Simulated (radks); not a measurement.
# Pr³⁺ in [Kr] 4d10 4f2 5s2 5p5 5d1: an all-electron calculation

What are the levels of the praseodymium ion Pr3+, how large are its shells, and how does its energy divide?

Program: radks (a radial shooting solver on a logarithmic mesh, Libxc functionals) version 1. Level of theory: Dirac Kohn-Sham, LDA (Slater exchange, Perdew-Zunger correlation), spin-unpolarised, spherical densities, finite nucleus; open shells fill j = l - 1/2 first. These are calculated values, not measurements, unless marked.

## 1. Starting point

| Item | Value |
| --- | --- |
| element | praseodymium (Z = 59) |
| charge | +3 |
| electrons | 56 |
| configuration | [Kr] 4d10 4f2 5s2 5p5 5d1 |
| nuclear rms radius | 4.8919 fm |

## 2. Self-consistent calculation

Input:

```text
Z 59
configuration [Kr] 4d10 4f2 5s2 5p5 5d1
relativity Dirac
functional lda,pz
spin unpolarised
j_filling energy
nucleus finite rms 4.8919 fm
c 137.035999084
```

**Question.** What will this run give?

The runs gave:

| quantity | value |
| --- | --- |
| total energy | -9233.1960 hartree |
| exchange-correlation share of it | 2.26 % |
| −T/E | 1.0753 |
| highest occupied level | 5d3/2, -25.401 eV |
| most extended occupied level | 5d3/2, <r> = 2.24 bohr |
| radius at density 0.001 e/bohr³ | 3.63 bohr |
| maxima of the radial density | 4 |

**Reading.** The radial density shows 4 maxima for 5 occupied principal shells; where shells overlap, one shows as a shoulder or not at all. −T/E is 1.075: with relativity the kinetic term as defined here no longer equals −E. This is not the tabulated ground configuration, so its levels and sizes aren't those of the ground state, and no measured value stands beside it.
